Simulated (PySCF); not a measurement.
# A workflow on ClGeH3O (SMILES [OH][GeH2][Cl])

We compute a structure relaxation (HF-D3(BJ)/aug-cc-pVDZ), then vibrational wavenumbers, then the energy (M06-HF-D3(0)/Sapporo-DZP), then quasiparticle energies (G0W0@BHLYP/pcSseg-1) of ClGeH3O. 

Program for the calculation: PySCF 2.14.0.

### 1 Starting point

ClGeH3O: 6 atoms, total charge 0, spin state singlet. SMILES: `[OH][GeH2][Cl]`. Geometry: a rough force-field guess. The run starts from this shape.

Bond lengths: O1–Ge2 1.796 Å, Ge2–Cl3 2.187 Å, O1–H4 0.997 Å, Ge2–H5 1.567 Å, Ge2–H6 1.551 Å. Angles: O1–Ge2–Cl3 111.1°, O1–Ge2–H5 108.5°, O1–Ge2–H6 108.7°, Cl3–Ge2–H5 109.5°, Cl3–Ge2–H6 109.5°, Ge2–O1–H4 99.6°, H5–Ge2–H6 109.5°.

### 2 A structure relaxation at HF-D3(BJ)/aug-cc-pVDZ (sfX2C, max memory mb 1860) (run 1)

Contents of calc.py:

```python
# [OH][GeH2][Cl]
from pyscf import gto
from pyscf.geomopt.geometric_solver import kernel as optimise

molecule = gto.M(
    atom=[
    ('O', (-0.607200, -1.358700, 0.071500)),
    ('Ge', (0.312900, 0.181600, 0.158500)),
    ('Cl', (-1.034500, 1.903800, 0.160100)),
    ('H', (-1.051600, -1.236900, -0.813000)),
    ('H', (1.264900, 0.262200, -1.083200)),
    ('H', (1.157500, 0.184000, 1.459900)),
],
    max_memory=1860,
    basis='aug-cc-pvdz',
    verbose=4,
)

mf = molecule.RHF()
mf = mf.x2c()
mf.disp = 'd3bj'
converged, mol_eq = optimise(mf, maxsteps=100, convergence_set='GAU_TIGHT')
print('converged:', converged)
print(mol_eq.tostring())

mf.reset(mol_eq)
molecule = mol_eq
mf.kernel()
etot = mf.e_tot
print('E = %.10f Eh' % etot)
```

Launch:

```console
$ OMP_NUM_THREADS=1 python calc.py
```

What it wrote:

```text
PySCF version 2.14.0

[... 23 lines left out ...]
convergence_set           GAU_TIGHT
[... 105 lines left out ...]
converged SCF energy = -2629.95895678687
[... 227 lines left out ...]
converged SCF energy = -2629.96915718361
[... 293 lines left out ...]
converged SCF energy = -2629.96921708646
[... 279 lines left out ...]
converged SCF energy = -2629.96922958636
[... 134 lines left out ...]
converged SCF energy = -2629.96922958622
E = -2629.9692295862 Eh
```

Run time: 5.3 min. Hardware: 1 thread of Intel Xeon at 2.70GHz, shared host; peak memory 0.34 GiB.

Steps, from the record of the run:

```tsv
step	energy from the first frame kept (eV)	largest force (eV/Å)
0	0.0000	3.2783
1	-0.2578	0.4598
2	-0.2756	0.1724
3	-0.2776	0.0508
4	-0.2778	0.0277
5	-0.2782	0.0255
6	-0.2787	0.0349
7	-0.2792	0.0363
8	-0.2795	0.0178
9	-0.2795	0.0037
10	-0.2795	0.0006
11	-0.2795	0.0001
12	-0.2795	0.0001
```

After the run. Bond lengths: O1–Ge2 1.754 Å, Ge2–Cl3 2.161 Å, O1–H4 0.943 Å, Ge2–H5 1.516 Å, Ge2–H6 1.510 Å. Angles: O1–Ge2–Cl3 107.3°, O1–Ge2–H5 111.5°, O1–Ge2–H6 107.0°, Cl3–Ge2–H5 106.0°, Cl3–Ge2–H6 108.7°, Ge2–O1–H4 114.6°, H5–Ge2–H6 116.0°.

### 3 The harmonic vibrations at HF-D3(BJ)/aug-cc-pVDZ (sfX2C, max memory mb 1860) (run 2)

Contents of calc.py:

```python
# [OH][GeH2][Cl]
import numpy
from pyscf import gto, scf, symm
from pyscf.hessian import thermo

mol = gto.M(
    atom=[
    ('O', (-0.432689, -1.739503, -0.107927)),
    ('Ge', (0.506611, -0.265011, 0.029240)),
    ('Cl', (-0.885750, 1.387546, 0.005306)),
    ('H', (-1.089148, -1.725807, -0.784555)),
    ('H', (1.411165, -0.067513, -1.171183)),
    ('H', (1.190976, -0.301338, 1.375010)),
],
    max_memory=1860,
    verbose=4,
    basis='aug-cc-pvdz',
)

mf = scf.RHF(mol)
mf = mf.sfx2c1e()
mf.disp = 'd3bj'
mf.kernel()

energy = mf.e_tot
print('Final energy', energy)
hess = mf.Hessian().kernel()
modes = thermo.harmonic_analysis(mol, hess)
print('frequencies (1/cm)', numpy.round(modes['freq_wavenumber'], 1))
symm.geom.TOLERANCE = 1e-3  # for the symmetry number
th = thermo.thermo(mf, modes['freq_au'], 298.15, 101325)
thermo.dump_thermo(mol, th)
```

Launch:

```console
$ OMP_NUM_THREADS=1 python calc.py
```

What it wrote:

```text
PySCF version 2.14.0

[... 64 lines left out ...]
converged SCF energy = -2629.96922958612
Final energy -2629.9692295861214
[... 3 lines left out ...]
WARN: DFTD3 does not support analytical Hessian, using finite difference
[... 1 line left out ...]
WARN: Mole.unit (angstrom) is changed to Bohr
[... 266 lines left out ...]
Gibbs free energy [Eh] -2629.96515
```

Run time: 4.8 min. Hardware: 1 thread of Intel Xeon at 2.70GHz, shared host; peak memory 0.45 GiB.

### 4 A single-point energy at M06-HF-D3(0)/Sapporo-DZP (max memory mb 1860) (run 3)

Contents of geometry.xyz:

```xyz
6

O     -0.542550    -1.298232    -0.006609
Ge     0.396750     0.176260     0.130558
Cl    -0.995611     1.828817     0.106624
H     -1.199009    -1.284536    -0.683237
H      1.301304     0.373758    -1.069865
H      1.081115     0.139933     1.476328
```

Contents of input.py:

```python
from pyscf import gto, dft

mol = gto.Mole()
mol.atom = 'geometry.xyz'
mol.max_memory = 1860
mol.spin = 0
mol.verbose = 4
mol.basis = 'sapporo-dzp'
mol.build()

calc0 = dft.RKS(mol)
calc0.xc = 'm06-hf'
calc0.disp = 'd3zero'
calc0.kernel()

etot = calc0.e_tot
print('E(%s) = %.9f' % ('M06-HF', etot))
calc0.analyze()
```

Launch:

```console
$ OMP_NUM_THREADS=1 python input.py
```

What it wrote:

```text
PySCF version 2.14.0

[... 92 lines left out ...]
MO #4   energy= -45.8848323469549  occ= 2
[... 13 lines left out ...]
MO #18  energy= -1.69155011068456  occ= 2
[... 13 lines left out ...]
MO #32  energy= 0.0589317546228916 occ= 0
[... 13 lines left out ...]
MO #46  energy= 0.549231763346357  occ= 0
[... 13 lines left out ...]
MO #60  energy= 1.39516693911919   occ= 0
[... 13 lines left out ...]
MO #74  energy= 3.93731767814071   occ= 0
[... 83 lines left out ...]
Dipole moment(X, Y, Z, Debye):  1.06349, -0.59948, -0.90630
```

Wall time 14 s (1 thread of Intel Xeon at 2.70GHz, shared host); peak memory 0.39 GiB.

### 5 Quasiparticle energies at G0W0@BHLYP/pcSseg-1 (max memory mb 1860) (run 4)

Contents of calc.py:

```python
# [OH][GeH2][Cl]
from pyscf import gto, dft, gw

mol = gto.M(
    atom='''
O     -0.542550    -1.298232    -0.006609
Ge     0.396750     0.176260     0.130558
Cl    -0.995611     1.828817     0.106624
H     -1.199009    -1.284536    -0.683237
H      1.301304     0.373758    -1.069865
H      1.081115     0.139933     1.476328
''',
    basis='pcsseg-1',
    spin=0,
    verbose=3,
    max_memory=1860,
)

ks = dft.RKS(mol, xc='bhandhlyp')
ks.kernel()

etot = ks.e_tot
print('E = %.10f Eh' % etot)

nocc = mol.nelec[0]
orbs = list(range(max(0, nocc - 4), min(mol.nao, nocc + 4)))
mygw = gw.GW(ks, freq_int='ac')
mygw.orbs = orbs
mygw.kernel()
print('orbital   mean field (eV)   quasiparticle (eV)')
for p in orbs:
    print('%4d %12.4f %12.4f' % (p + 1, ks.mo_energy[p] * 27.211386, mygw.mo_energy[p] * 27.211386))
```

Launch:

```console
$ OMP_NUM_THREADS=1 python calc.py
```

What it wrote:

```text
converged SCF energy = -2613.97739039034
E = -2613.9773903903 Eh

WARN: Even tempered Gaussians are generated as DF auxbasis for  Cl O Ge H

WARN: GW QP energies may not be sorted from min to max

orbital   mean field (eV)   quasiparticle (eV)
  27     -11.6749     -12.5812
  28     -10.8742     -11.6554
  29     -10.4015     -11.2792
  30     -10.1625     -11.1700
  31       1.0772       2.8045
  32       1.3399       3.0620
  33       1.8909       3.5342
  34       3.2838       4.9344
```

Run time: 32 s. Hardware: 1 thread of Intel Xeon at 2.70GHz, shared host; peak memory 0.58 GiB.

### 6 What came out

```
                                                                               quantity             value
                                  run 1, HF-D3(BJ)/aug-cc-pVDZ: total energy at the end    -2629.96923 Eh
                                            run 1, HF-D3(BJ)/aug-cc-pVDZ: dipole moment            1.63 D
                                              run 1, HF-D3(BJ)/aug-cc-pVDZ: HOMO energy         -12.17 eV
                                              run 1, HF-D3(BJ)/aug-cc-pVDZ: LUMO energy           1.00 eV
                                            run 1, HF-D3(BJ)/aug-cc-pVDZ: HOMO–LUMO gap          13.16 eV
                                        run 1, HF-D3(BJ)/aug-cc-pVDZ: dispersion energy     -87.61 kJ/mol
                               run 2, HF-D3(BJ)/aug-cc-pVDZ: lowest harmonic wavenumber          134 cm⁻¹
                              run 2, HF-D3(BJ)/aug-cc-pVDZ: highest harmonic wavenumber         4187 cm⁻¹
                                        run 2, HF-D3(BJ)/aug-cc-pVDZ: zero-point energy       86.4 kJ/mol
run 2, HF-D3(BJ)/aug-cc-pVDZ: ideal-gas entropy at 298.15 K (symmetry number 1 as used)  72.8 cal/(mol K)
                                          run 3, M06-HF-D3(0)/Sapporo-DZP: total energy    -2614.30405 Eh
                                         run 3, M06-HF-D3(0)/Sapporo-DZP: dipole moment            1.52 D
                                           run 3, M06-HF-D3(0)/Sapporo-DZP: HOMO energy         -12.14 eV
                                           run 3, M06-HF-D3(0)/Sapporo-DZP: LUMO energy           1.46 eV
                                         run 3, M06-HF-D3(0)/Sapporo-DZP: HOMO–LUMO gap          13.60 eV
                                     run 3, M06-HF-D3(0)/Sapporo-DZP: dispersion energy      -0.17 kJ/mol
                                               run 4, G0W0@BHLYP/pcSseg-1: total energy    -2613.97739 Eh
                    run 4, G0W0@BHLYP/pcSseg-1: dipole moment (BHLYP Kohn–Sham density)            1.63 D
                     run 4, G0W0@BHLYP/pcSseg-1: HOMO energy (BHLYP Kohn–Sham orbitals)         -10.16 eV
                     run 4, G0W0@BHLYP/pcSseg-1: LUMO energy (BHLYP Kohn–Sham orbitals)           1.08 eV
                   run 4, G0W0@BHLYP/pcSseg-1: HOMO–LUMO gap (BHLYP Kohn–Sham orbitals)          11.24 eV
                                         run 4, G0W0@BHLYP/pcSseg-1: quasiparticle HOMO         -11.17 eV
                                         run 4, G0W0@BHLYP/pcSseg-1: quasiparticle LUMO           2.80 eV
```

In words: The optimisation (run 1, HF-D3(BJ)/aug-cc-pVDZ) took 12 steps and changed the energy by -0.280 eV. The basis (run 1, HF-D3(BJ)/aug-cc-pVDZ) was contracted for non-relativistic atoms, which limits what the relativistic Hamiltonian can do in the core. All 12 modes are real, so the shape is a minimum at this level. Mulliken charges (run 2, HF-D3(BJ)/aug-cc-pVDZ) run from -0.86 on O1 to +1.30 on Ge2; in a basis this large or diffuse they mean little. The basis (run 2, HF-D3(BJ)/aug-cc-pVDZ) was contracted for non-relativistic atoms, which limits what the relativistic Hamiltonian can do in the core. Mulliken charges (run 3, M06-HF-D3(0)/Sapporo-DZP) run from -0.39 on O1 to +0.36 on Ge2.
